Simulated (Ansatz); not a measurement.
The system is NbPd4.

```
Pd Nb
1.0
     1.41760    0.81845   11.49527
    -1.41760    0.81845   11.49527
     0.00000   -1.63690   11.49527
Pd Nb
4 1
Direct
  0.60062 0.60062 0.60062
  0.19992 0.19992 0.19992
  0.80008 0.80008 0.80008
  0.39938 0.39938 0.39938
  0.00000 0.00000 0.00000
```

The cell comes from a database or a generator and needn't be the stable form of this composition.

```yaml
Program: Ansatz 0.2.0
Task: relaxation of cell and atoms
Functional: LDA
Potentials_or_basis: Ansatz PAW
Cutoff: "420 eV (not typed: the program's choice for these potentials)"
k_mesh: 11 × 11 × 11
Occupations: fermi-dirac, width 0.05 eV
Spin: no spin polarisation
```

At the start: volume 16.00 Å³/atom.

Question: Where does the relaxation end?

Answer: It ends after 6 steps and the volume is 14.68 Å³/atom (-8.3 %); space group R-3m (No. 166, to 0.05 Å).

Step by step:
```tsv
step	energy change (eV)	largest force (eV/Å)	volume (Å³)
1	0.0000	0.0966	80.02
2	-0.1243	0.4807	69.04
3	-0.3334	0.0232	74.23
4	-0.3395	0.0149	73.51
5	-0.3397	0.0034	73.40
6	-0.3383	0.0035	73.40
```

Final structure:
```yaml
crystal:
  lattice:
    - [1.37488, 0.79379, 11.20986]
    - [-1.37488, 0.79379, 11.20986]
    - [0.00000, -1.58757, 11.20986]
  atoms:
    - { symbol: Pd, position: [0.60016, 0.60016, 0.60016] }
    - { symbol: Pd, position: [0.19984, 0.19984, 0.19984] }
    - { symbol: Pd, position: [0.80016, 0.80016, 0.80016] }
    - { symbol: Pd, position: [0.39984, 0.39984, 0.39984] }
    - { symbol: Nb, position: [0.00000, 0.00000, 0.00000] }
```

Caveat: the plane-wave basis is chosen anew once the cell has moved, so the energies of steps on either side of that aren't comparable; the PAW data sets come from PBE, with cores solved anew for the run's functional, which leaves a small shift of forces and pressure.
